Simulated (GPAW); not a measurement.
NbTe:

```
CELL_PARAMETERS angstrom
3.42570 0.00000 0.00000
0.00000 3.42570 0.00000
0.00000 0.00000 3.42570
ATOMIC_POSITIONS crystal
Nb 0.50000 0.50000 0.50000
Te 0.00000 0.00000 0.00000
```

The cell was built by a generator and needn't be a form met in nature.

Base run:

```yaml
Program: GPAW 26.7.0
Functional: PBE
Potentials_or_basis: PAW data sets generated in the run's folder for this functional
Cutoff: 600 eV
Basis: pw
k_mesh: 8 × 8 × 8
Occupations: fermi-dirac, width 0.05 eV
Spin: no spin polarisation
```

Its results: pressure -1.0 GPa.

Task: The run is repeated on the same cell with these changes: potentials or basis from PAW data sets generated in the run's folder for this functional to GPAW PAW data sets (gpaw-data 1.2.1), other valence; valence electrons from 19 to 21. What comes out?

Result: Pressure -1.9 GPa.
